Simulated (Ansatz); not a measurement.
This script for Ansatz 0.2.0 through its Python package starts 2 runs on GeH4N (charge -1), SMILES [NH2][GeH2-]. What input does the engine get in each?

`x2c_geh4n.py`
```python
"""Scalar relativity in GeH4N(-)."""

from dataclasses import dataclass

import ansatz as az
import numpy as np


@dataclass(frozen=True)
class RunConfig:
    functional: str = "pbe"
    net_charge: int = -1


opts = RunConfig()


def main() -> None:
    geometry_ang = [
        ("N", (-1.0216, -0.1659, 0.2724)),
        ("Ge", (0.8115, 0.1226, 0.4517)),
        ("H", (-1.4759, 0.7744, 0.2838)),
        ("H", (-1.1711, -0.5607, -0.6829)),
        ("H", (1.5584, -1.2322, 0.3559)),
        ("H", (1.2988, 1.062, -0.6809)),
    ]
    geometry = az.Crystal.molecule()
    for symbol, xyz in geometry_ang:
        geometry = geometry.atom(symbol, xyz)

    base = (
        geometry.calculation()
        .functional(opts.functional)
        .charge(opts.net_charge)
        .forces()
    )
    # a set contracted for a scalar-relativistic Hamiltonian goes with the relativistic run
    sets = {"none": "cc-pVTZ", "scalar": "cc-pVTZ-DK"}
    found = {kind: base.basis(gaussian=basis).pseudopotentials(relativity=kind).run(threads=1).report for kind, basis in sets.items()}
    for kind, each in found.items():
        dipole = 4.803205 * np.linalg.norm(each["charge_distribution"]["dipole_moment_e_ang"])
        print(f"{kind:7s} E = {each['free_energy_ev']:.4f} eV  dipole {dipole:.3f} D  largest force component {np.abs(each['forces_ev_ang']).max():.4f} eV/A")
    print(f"relativity lowers the total energy by {found['none']['free_energy_ev'] - found['scalar']['free_energy_ev']:.3f} eV")


if __name__ == "__main__":
    main()
```

Run 1:
```yaml
crystal:
  periodic: [false, false, false]
  atoms:
    - { symbol: "N", position_ang: [-1.0216, -0.1659, 0.2724] }
    - { symbol: Ge, position_ang: [0.8115, 0.1226, 0.4517] }
    - { symbol: H, position_ang: [-1.4759, 0.7744, 0.2838] }
    - { symbol: H, position_ang: [-1.1711, -0.5607, -0.6829] }
    - { symbol: H, position_ang: [1.5584, -1.2322, 0.3559] }
    - { symbol: H, position_ang: [1.2988, 1.062, -0.6809] }
basis:
  gaussian:
    orbitals: cc-pVTZ
hamiltonian:
  xc: pbe
  pseudopotentials:
    relativity: none
total_charge: -1.0
output:
  forces: true
```

Run 2, against run 1:
```diff
-    orbitals: cc-pVTZ
+    orbitals: cc-pVTZ-DK
-    relativity: none
+    relativity: scalar
```

Output of `python x2c_geh4n.py`:
```text
none    E = -58064.0129 eV  dipole 2.588 D  largest force component 3.0355 eV/A
scalar  E = -58658.0656 eV  dipole 2.472 D  largest force component 3.0951 eV/A
relativity lowers the total energy by 594.053 eV
```

Total energies depend on the basis set; only differences at equal settings carry meaning. The geometry is a force-field or estimated start, not a minimum of this method. The basis set changes with the Hamiltonian (a set recontracted for scalar relativity), and most of the change in the total lies in the cores. An ion's dipole depends on the origin; the program takes it about the centre of nuclear charge. Anions want diffuse functions, which this basis lacks. Finished in 6.8 s on 1 thread of Arm Neoverse V1, on a shared host, peak memory 0.21 GiB.
